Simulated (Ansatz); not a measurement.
# H3NSn: the cost of one run

Program: Ansatz 0.2.0, Gaussian basis. Level of theory: PBE0-D4/def2-TZVP structures, single points in def2-TZVPP, no counterpoise correction. These are calculated values, not measurements.

Levels: SPW92, PBE-D4, BLYP-D4, r2SCAN-D4, B97M-V, PBE0-D4, B3LYP-D4, r2SCAN0-D4, BHLYP-D4, CAM-B3LYP-D4, wB97X-V, wB97M-V, B2PLYP, PBE-QIDH, RPA on PBE, Hartree-Fock, MP2, CCSD, CCSD(T).

Cores are frozen in the correlated methods. Filled d shells of the heavier atoms are correlated. Core potentials replace the inner electrons past krypton, and spin-orbit coupling is left out. B3LYP uses VWN-RPA correlation. B2PLYP carries no dispersion term here.

50 further runs of the same task are left out: 50 set aside as unsound or not needed.

## (1) Starting geometry

The complex: 10 atoms, charge 0, spin multiplicity 1.

Atoms are counted from 1 here; the program's logs count them from 0.

Bond lengths: Sn1–N3 2.014 Å, Sn1–H6 1.785 Å, Si2–H4 1.481 Å, Si2–H7 1.487 Å, Si2–H8 1.499 Å, Si2–H9 1.481 Å, N3–H5 1.007 Å, N3–H10 1.007 Å. Angles: N3–Sn1–H6 91.6°, H4–Si2–H7 109.8°, H4–Si2–H8 109.6°, H4–Si2–H9 111.3°, H7–Si2–H8 106.7°, H7–Si2–H9 109.8°, H8–Si2–H9 109.4°, Sn1–N3–H5 123.1°, Sn1–N3–H10 125.1°, H5–N3–H10 111.6°.

Geometry (Å):

```csv
atom,x (Å),y (Å),z (Å)
Sn1,-1.0786,1.2199,1.2518
Si2,1.7416,-0.5491,-0.1400
N3,-2.1402,0.7218,-0.3856
H4,0.7080,-1.2939,-0.8950
H5,-2.5740,1.4023,-0.9885
H6,-0.6977,-0.4919,1.5858
H7,2.9438,-0.3516,-0.9918
H8,1.2281,0.8169,0.2031
H9,2.1185,-1.2609,1.1031
H10,-2.2495,-0.2137,-0.7429
```

Its parts: SnNH₃ holds atoms 1, 3, 5, 6, 10; SiH₄ holds atoms 2, 4, 7, 8, 9. Each part counts its atoms afresh in its own runs.

## (2) Relaxing SnNH₃ alone

File relax-a/in.yaml:

```yaml
crystal:
  periodic: [false, false, false]
  atoms:
    - {symbol: Sn, position_ang: [-1.078621, 1.219894, 1.251839]}
    - {symbol: N, position_ang: [-2.140206, 0.721836, -0.385606]}
    - {symbol: H, position_ang: [-2.574037, 1.402341, -0.988483]}
    - {symbol: H, position_ang: [-0.697750, -0.491872, 1.585761]}
    - {symbol: H, position_ang: [-2.249520, -0.213686, -0.742855]}
basis:
  gaussian: {orbitals: def2-TZVP}
hamiltonian: {xc: pbe0, dispersion: d4}
relax: {f_tol: 0.005, max_steps: 200}
```

Started as:

```console
> ansatz run in.yaml --threads 4 --pin off --events-out ev --progress --plain --max-ram 9574MiB
```

Q: Estimate wall time and peak memory on 4 threads of Intel Xeon at 2.50GHz, shared host.

About 10 s, with a peak of 0.45 GiB.
